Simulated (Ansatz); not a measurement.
# C3H3Cl2F3: taking an electron away, part 2 of 2

Ansatz 0.2.0, Gaussian basis; unrestricted cation, the program's frozen cores in correlated methods. The steps go on from the part before.

**8. Cation, UKS B2PLYP (frozen core)/def2-TZVPP**

Contents of in.yaml:

```yaml
crystal:
  periodic: [false, false, false]
  atoms:
    - {symbol: F, position_ang: [-2.349840, 0.458364, -0.439344]}
    - {symbol: C, position_ang: [-1.186418, -0.194813, -0.551674]}
    - {symbol: F, position_ang: [-1.374926, -1.433624, -0.072096]}
    - {symbol: F, position_ang: [-0.918898, -0.306259, -1.851648]}
    - {symbol: C, position_ang: [-0.115519, 0.539229, 0.224970]}
    - {symbol: C, position_ang: [1.172264, -0.234171, 0.413652]}
    - {symbol: Cl, position_ang: [2.166923, 0.594312, 1.628231]}
    - {symbol: Cl, position_ang: [2.074577, -0.423471, -1.094544]}
    - {symbol: H, position_ang: [-0.536137, 0.741605, 1.211782]}
    - {symbol: H, position_ang: [0.080127, 1.493627, -0.265144]}
    - {symbol: H, position_ang: [0.987834, -1.234808, 0.795805]}
basis:
  gaussian: {orbitals: def2-TZVPP}
total_charge: 1
magnetization: {spin_polarized: true, initial_magnetization: 1}
hamiltonian: {xc: {name: B2PLYP}}
```

Launch:

```console
ansatz run in.yaml --threads 2 --pin off --events-out ev --progress --plain --max-ram 32768MiB --backend cuda --devices 0, --max-vram 18GiB
```

The program printed:

```text
Functional definition: B2PLYP
  name "B2PLYP"
  cite "Grimme, J. Chem. Phys. 124, 034108 (2006) doi:10.1063/1.2148954"
  cite "Becke, Phys. Rev. A 38, 3098 (1988) doi:10.1103/PhysRevA.38.3098"
  cite "Lee, Yang & Parr, Phys. Rev. B 37, 785 (1988) doi:10.1103/PhysRevB.37.785"
  parameter a = 0.53
  parameter c = 0.27
  exchange = (1 - a)*b88_x + a*exact_x
  correlation = (1 - c)*lyp_c + c*(mp2_os + mp2_ss)
1952 factors; integrals over basis functions are off by at most 1.0e-3 eV
mean field evaluation 1: about -36314.4158 eV, gradient 4.7e1 eV
mean field evaluation 2: about -36314.6463 eV, gradient 4.7e1 eV
mean field evaluation 4: about -36321.4394 eV, gradient 1.3e1 eV
mean field evaluation 8: about -36322.2671 eV, gradient 9.7e-1 eV
mean field evaluation 16: about -36322.3033 eV, gradient 1.9e-1 eV
mean field evaluation 32: about -36322.3073 eV, gradient 1.4e-1 eV
mean field evaluation 64: about -36322.3074 eV, gradient 6.4e-2 eV
mean field -36322.30742467 eV, -1334.8201777123 hartree, gradient 2.6e-6 eV, S^2 0.766298; 6 other end points of the search recorded, 0 dependent functions left out
16 core orbitals not correlated: weight in the atoms' cores, before any rotation towards them, 1.000 or more for the frozen orbitals, at most 0.000 for the correlated occupied ones
reference -36322.30758226 eV, -1334.8201835038 hartree; 25, 24 occupied and 271, 272 virtual orbitals, 1952 factors
second order -52.29232547 eV of doubles, -0.00000000 eV of singles
Total energy: -36336.42651014 eV, -1335.3390445332 hartree
```

It took 16 s on 1 × H100 (card shared with other runs) with 2 threads of AMD EPYC 7R13, shared host; peak host memory 1.5 GiB.

The neutral molecule at this level: -36347.7469 eV. Difference: 11.320 eV. ⟨S²⟩ = 0.766.

**9. Cation, UHF-CCSD(T)/def2-TZVPP**

Changes to in.yaml since step 8:

```diff
@@ -18,2 +18,3 @@
 magnetization: {spin_polarized: true, initial_magnetization: 1}
-hamiltonian: {xc: {name: B2PLYP}}
+correlation: {method: ccsd_t}
+scf: {omitted_lower_state_checks: [cluster_reference]}
```

Same command.

The program printed:

```text
Functional definition: HF
  name "HF"
  cite "Fock, Z. Phys. 61, 126 (1930) doi:10.1007/BF01340294"
  parent pbe
  exchange = exact_x
  correlation = 0
these checks for a lower state are left out or cut short: cluster_reference
1952 factors; integrals over basis functions are off by at most 1.0e-3 eV
mean field evaluation 1: about -36252.1841 eV, gradient 3.9e1 eV
mean field evaluation 2: about -36252.1937 eV, gradient 3.9e1 eV
mean field evaluation 4: about -36257.8661 eV, gradient 3.6e0 eV
mean field evaluation 8: about -36258.0087 eV, gradient 1.1e0 eV
mean field evaluation 16: about -36258.6175 eV, gradient 5.9e-2 eV
mean field evaluation 32: about -36258.6150 eV, gradient 1.7e-1 eV
mean field evaluation 64: about -36258.7301 eV, gradient 2.7e-1 eV
mean field evaluation 96: about -36258.6307 eV, gradient 1.6e-1 eV
mean field evaluation 128: about -36258.7087 eV, gradient 2.4e0 eV
mean field -36258.74662417 eV, -1332.4843613770 hartree, gradient 2.4e-6 eV, S^2 0.765220; 13 other end points of the search recorded, 0 dependent functions left out
16 core orbitals not correlated: weight in the atoms' cores, before any rotation towards them, 1.000 or more for the frozen orbitals, at most 0.000 for the correlated occupied ones
reference -36258.74662417 eV, -1332.4843613770 hartree; 25, 24 occupied and 271, 272 virtual orbitals, 1952 factors
second order -42.91604025 eV of doubles, -0.00000000 eV of singles
cycle   1  -43.15918457 eV  change   -2.4e-1 eV  update   1.4e-1
cycle   2  -44.13024670 eV  change   -9.7e-1 eV  update   4.4e-2
cycle   3  -44.36118796 eV  change   -2.3e-1 eV  update   3.3e-2
cycle   4  -44.36003476 eV  change    1.2e-3 eV  update   2.0e-2
cycle   5  -44.36033056 eV  change   -3.0e-4 eV  update   1.8e-2
cycle   6  -44.38081326 eV  change   -2.0e-2 eV  update   1.3e-2
cycle   7  -44.39389099 eV  change   -1.3e-2 eV  update   9.7e-3
cycle   8  -44.40000564 eV  change   -6.1e-3 eV  update   7.7e-3
cycle   9  -44.40942111 eV  change   -9.4e-3 eV  update   5.3e-3
cycle  10  -44.41183653 eV  change   -2.4e-3 eV  update   3.2e-3
cycle  11  -44.41221891 eV  change   -3.8e-4 eV  update   1.7e-3
cycle  12  -44.41365448 eV  change   -1.4e-3 eV  update   9.8e-4
cycle  13  -44.41423578 eV  change   -5.8e-4 eV  update   5.2e-4
cycle  14  -44.41475088 eV  change   -5.2e-4 eV  update   3.1e-4
cycle  15  -44.41482662 eV  change   -7.6e-5 eV  update   1.8e-4
cycle  16  -44.41493360 eV  change   -1.1e-4 eV  update   1.1e-4
cycle  17  -44.41492271 eV  change    1.1e-5 eV  update   8.3e-5
cycle  18  -44.41494250 eV  change   -2.0e-5 eV  update   7.1e-5
cycle  19  -44.41496806 eV  change   -2.6e-5 eV  update   6.4e-5
cycle  20  -44.41495353 eV  change    1.5e-5 eV  update   5.7e-5
perturbative correction -1.75982496 eV, -0.0646723744 hartree
Total energy: -36304.92140266 eV, -1334.1812531881 hartree
Checks for a lower state left out: cluster_reference
```

Wall time 60 s (1 × H100 (card shared with other runs) with 2 threads of AMD EPYC 7R13, shared host); peak host memory 1.4 GiB.

The neutral molecule at this level: -36316.4219 eV. Difference: 11.501 eV. ⟨S²⟩ = 0.765. T1 = 0.034 (report).

**10. Cation, UHF-MP2/def2-QZVPP**

Changes to in.yaml since step 9:

```diff
@@ -15,6 +15,6 @@
 basis:
-  gaussian: {orbitals: def2-TZVPP}
+  gaussian: {orbitals: "def2-QZVPP.json"}
 total_charge: 1
 magnetization: {spin_polarized: true, initial_magnetization: 1}
-correlation: {method: ccsd_t}
+correlation: {method: mp2}
 scf: {omitted_lower_state_checks: [cluster_reference]}
```

Same command.

The program printed:

```text
Functional definition: HF
  name "HF"
  cite "Fock, Z. Phys. 61, 126 (1930) doi:10.1007/BF01340294"
  parent pbe
  exchange = exact_x
  correlation = 0
these checks for a lower state are left out or cut short: cluster_reference
3513 factors; integrals over basis functions are off by at most 8.7e-4 eV
mean field evaluation 1: about -36253.2578 eV, gradient 3.9e1 eV
mean field evaluation 2: about -36253.2626 eV, gradient 3.9e1 eV
mean field evaluation 4: about -36259.0852 eV, gradient 3.7e0 eV
mean field evaluation 8: about -36259.2914 eV, gradient 1.4e0 eV
mean field evaluation 16: about -36259.7891 eV, gradient 1.4e0 eV
mean field evaluation 32: about -36259.5993 eV, gradient 5.9e0 eV
mean field evaluation 64: about -36259.9116 eV, gradient 2.8e-1 eV
mean field evaluation 96: about -36259.8608 eV, gradient 1.1e0 eV
mean field evaluation 128: about -36259.3501 eV, gradient 9.1e0 eV
mean field evaluation 160: about -36259.9096 eV, gradient 3.1e-1 eV
mean field -36259.92867559 eV, -1332.5278009655 hartree, gradient 2.2e-6 eV, S^2 0.765606; 13 other end points of the search recorded, 0 dependent functions left out
16 core orbitals not correlated: weight in the atoms' cores, before any rotation towards them, 1.000 or more for the frozen orbitals, at most 0.000 for the correlated occupied ones
reference -36259.92867559 eV, -1332.5278009655 hartree; 25, 24 occupied and 531, 532 virtual orbitals, 3513 factors
second order -46.70969587 eV of doubles, -0.00000000 eV of singles
Total energy: -36306.63837146 eV, -1334.2443506278 hartree
Checks for a lower state left out: cluster_reference
```

Wall time 33 s (1 × H100 (card shared with other runs) with 2 threads of AMD EPYC 7R13, shared host); peak host memory 1.2 GiB.

Less the neutral's -36318.5755 eV (earlier run), this gives 11.937 eV. ⟨S²⟩ = 0.766.

**11. Extrapolating to the complete basis**

No new run: Hartree-Fock is extrapolated as exp(−7.88√X) and correlation as X^−2.97, with X = 3 and 4; only MP2 was run in the larger set, so CCSD(T) minus MP2 is added from the smaller one.

```
  level  energy at the limit (eV)
     HF               -36260.0915
    MP2               -36309.6113
   CCSD               -36311.1102
CCSD(T)               -36312.8700
```

The neutral's limit, from its own earlier runs, is -36324.5920 eV in the additive form (MP2 limit plus CCSD(T) minus MP2 in triple zeta), in which the cation has -36312.8700 eV.

**12. The ladder**

Differences are taken before rounding.

```
            method  ionisation energy (eV)  from CCSD(T)/CBS (eV)     time
            PBE-D4                   10.65                  -1.07     22 s
         r2SCAN-D4                   10.91                  -0.81     24 s
           PBE0-D4                   11.20                  -0.52     20 s
          B3LYP-D4                   11.17                  -0.56     15 s
           ωB97X-V                   11.55                  -0.17     22 s
           ωB97M-V                   11.47                  -0.25     23 s
            B2PLYP                   11.32                  -0.40     26 s
     HF/def2-TZVPP                   10.76                  -0.97         
    MP2/def2-TZVPP                   11.81                  +0.09         
   CCSD/def2-TZVPP                   11.54                  -0.18         
CCSD(T)/def2-TZVPP                   11.50                  -0.22     72 s
       CCSD(T)/CBS                   11.72                      0  1.9 min
```

Among the levels timed on like hardware and quicker than the yardstick, those that no quicker one beats, quickest first: B3LYP-D4 (15 s, -0.56 eV); PBE0-D4 (20 s, -0.52 eV); ωB97X-V (22 s, -0.17 eV).

Times add the cation's run and the neutral's; HF, MP2 and CCSD come out of the CCSD(T) runs.

Orbital estimates, from the neutral's runs:

```
  functional  −ε(HOMO) (eV)  by energy difference (eV)
 LDA (SPW92)           7.69                           
      PBE-D4           7.53                      10.65
   revPBE-D4           7.46                           
     BLYP-D4           7.36                           
   r2SCAN-D4           7.89                      10.91
      B97M-V           8.00                           
     PBE0-D4           8.97                      11.20
    B3LYP-D4           8.69                      11.17
  r2SCANh-D4           8.41                           
  r2SCAN0-D4           9.20                           
    HSE06-D4           8.56                           
    BHLYP-D4          10.27                           
CAM-B3LYP-D4          10.36                           
     LC-ωPBE          11.81                           
     ωB97X-V          11.42                      11.55
     ωB97M-V          11.24                      11.47
```

**13. Summary of results**

The summary covers parts 1 to 2.

| quantity | value |
| --- | --- |
| ionisation energy, CCSD(T)/CBS | 11.72 eV |
| nearest functional by difference | ωB97X-V (-0.17 eV) |
| nearest −ε(HOMO) | LC-ωPBE (+0.08 eV) |
| −ε(HOMO) of PBE | 7.53 eV |
| T1 of the cation | 0.034 |

What this shows: By cation minus neutral, the functionals miss by 1.07 eV at most. The PBE orbital energy is 4.2 eV too small: a semilocal HOMO is no ionisation energy. Among orbital estimates LC-ωPBE comes nearest. Hartree-Fock falls 0.97 eV short, as the neutral has more correlation energy than the cation. The cation's T1 (from the report) is 0.034, near the customary mark of 0.045 for open shells, so the coupled-cluster value is less safe.

ωB97X-V reaches 0.17 eV from the reference in 22 s, where CCSD(T)/CBS took 1.9 min; the quickest level in the cost chart, B3LYP-D4, takes 15 s and misses by 0.56 eV.
